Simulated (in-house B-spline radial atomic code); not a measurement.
# Tl⁴¹⁺: excited configurations in jj coupling

Aim: the energies of several excited configurations of Tl⁴¹⁺ above a reference configuration, each from its own self-consistent run.

Method: Dirac-Hartree-Fock, average of configuration, Fermi nucleus, basis-set limit. Code: in-house B-spline radial atomic code version 1.

## (1) The system

- element: thallium (Z = 81)
- charge: +41
- electrons: 40
- configuration: 1s2 2s2 2p6 3s2 3p6 3d10 4s2 4p6 4d-4
- Hamiltonian: Dirac-Coulomb
- nucleus: Fermi, rms radius 5.476 fm

In configurations, a minus sign after the shell means j = l − 1/2 and a plus sign j = l + 1/2; the count of electrons follows.

Settings, as recorded:

```ini
Z = 81
electrons = 40.0
configuration = 1s2 2s2 2p6 3s2 3p6 3d10 4s2 4p6 4d-4
hamiltonian = dirac
method = hf
spin_polarised = False
nucleus = fermi
rms_radius = 5.4759
mass_number = 205
atomic_mass = 204.974427318
speed_of_light = 137.035999084
```

From the earlier run of the reference: total energy -19217.785888 hartree. Levels, eight at most:

```
orbital  occupation  energy (eV)  <r> (bohr)
  3p1/2           2     -5306.78      0.1655
  3p3/2           4     -4827.74      0.1805
  3d3/2           4     -4370.18      0.1569
  3d5/2           6     -4261.01      0.1618
  4s1/2           2     -2488.73      0.3593
  4p1/2           2     -2368.81      0.3561
  4p3/2           4     -2203.25      0.3794
  4d3/2           4     -2016.17      0.3684
```

## (2) Run with 1s2 2s2 2p6 3s2 3p6 3d10 4s2 4p-1 4p+4 4d+4 4f+1

Settings, as recorded:

```ini
Z = 81
electrons = 40.0
configuration = 1s2 2s2 2p6 3s2 3p6 3d10 4s2 4p-1 4p+4 4d+4 4f+1
hamiltonian = dirac
method = hf
spin_polarised = False
nucleus = fermi
rms_radius = 5.4759
mass_number = 205
atomic_mass = 204.974427318
speed_of_light = 137.035999084
```

## (3) Configuration 1s2 2s2 2p6 3s2 3p6 3d10 4s2 4p6 4d-2 4d+1 4f+1

Changes to the settings of step 2:

```diff
@@ -2,3 +2,3 @@
 electrons = 40.0
-configuration = 1s2 2s2 2p6 3s2 3p6 3d10 4s2 4p-1 4p+4 4d+4 4f+1
+configuration = 1s2 2s2 2p6 3s2 3p6 3d10 4s2 4p6 4d-2 4d+1 4f+1
 hamiltonian = dirac
```

## (4) Run with 1s2 2s2 2p6 3s2 3p6 3d10 4s2 4p-2 4p+3 4d-2 4d+2 8g-1

Changes to the settings of step 3:

```diff
@@ -2,3 +2,3 @@
 electrons = 40.0
-configuration = 1s2 2s2 2p6 3s2 3p6 3d10 4s2 4p6 4d-2 4d+1 4f+1
+configuration = 1s2 2s2 2p6 3s2 3p6 3d10 4s2 4p-2 4p+3 4d-2 4d+2 8g-1
 hamiltonian = dirac
```

## (5) 1s2 2s2 2p6 3s2 3p6 3d-4 3d+5 4s2 4p6 4d-4 5g-1

Changes to the settings of step 4:

```diff
@@ -2,3 +2,3 @@
 electrons = 40.0
-configuration = 1s2 2s2 2p6 3s2 3p6 3d10 4s2 4p-2 4p+3 4d-2 4d+2 8g-1
+configuration = 1s2 2s2 2p6 3s2 3p6 3d-4 3d+5 4s2 4p6 4d-4 5g-1
 hamiltonian = dirac
```

## (6) Run with 1s2 2s2 2p6 3s2 3p6 3d10 4s2 4p6 4d-1 4d+2 7d+1

Changes to the settings of step 5:

```diff
@@ -2,3 +2,3 @@
 electrons = 40.0
-configuration = 1s2 2s2 2p6 3s2 3p6 3d-4 3d+5 4s2 4p6 4d-4 5g-1
+configuration = 1s2 2s2 2p6 3s2 3p6 3d10 4s2 4p6 4d-1 4d+2 7d+1
 hamiltonian = dirac
```

## (7) 1s2 2s2 2p6 3s2 3p6 3d10 4s2 4p6 4d-1 4d+3

Changes to the settings of step 6:

```diff
@@ -2,3 +2,3 @@
 electrons = 40.0
-configuration = 1s2 2s2 2p6 3s2 3p6 3d10 4s2 4p6 4d-1 4d+2 7d+1
+configuration = 1s2 2s2 2p6 3s2 3p6 3d10 4s2 4p6 4d-1 4d+3
 hamiltonian = dirac
```

How far above the reference does each configuration lie (order and size, in eV)?

As calculated:

| net move | configuration | energy above the reference (eV) | with Breit, QED, recoil (eV) | largest <r> (bohr) |
| --- | --- | --- | --- | --- |
| 3×4d3/2 → 3×4d5/2 | 1s2 2s2 2p6 3s2 3p6 3d10 4s2 4p6 4d-1 4d+3 | 93.606 | 91.921 | 0.379 |
| 2×4d3/2 → 4d5/2, 4f7/2 | 1s2 2s2 2p6 3s2 3p6 3d10 4s2 4p6 4d-2 4d+1 4f+1 | 302.06 | 299.94 | 0.379 |
| 4×4d3/2, 4p1/2 → 4×4d5/2, 4f7/2 | 1s2 2s2 2p6 3s2 3p6 3d10 4s2 4p-1 4p+4 4d+4 4f+1 | 717.03 | 711.23 | 0.379 |
| 3×4d3/2 → 2×4d5/2, 7d5/2 | 1s2 2s2 2p6 3s2 3p6 3d10 4s2 4p6 4d-1 4d+2 7d+1 | 1519.11 | 1516.65 | 1.47 |
| 2×4d3/2, 4p3/2 → 2×4d5/2, 8g7/2 | 1s2 2s2 2p6 3s2 3p6 3d10 4s2 4p-2 4p+3 4d-2 4d+2 8g-1 | 1887.08 | 1883.63 | 1.99 |
| 3d5/2 → 5g7/2 | 1s2 2s2 2p6 3s2 3p6 3d-4 3d+5 4s2 4p6 4d-4 5g-1 | 3258.31 | 3254.82 | 0.611 |

**Reading.** At the bottom stands 3×4d3/2 → 3×4d5/2 (93.606 eV), at the top 3d5/2 → 5g7/2 (3258.31 eV). Koopmans' estimate of the ionisation threshold is 2016.17 eV; 1 configuration exceeds it by over 2 % and could autoionise. Two partly filled shells share a symmetry and can mix in the average, which may lower the energy, for: 3×4d3/2 → 2×4d5/2, 7d5/2. These are averages over configurations, without correlation, not spectroscopic levels.
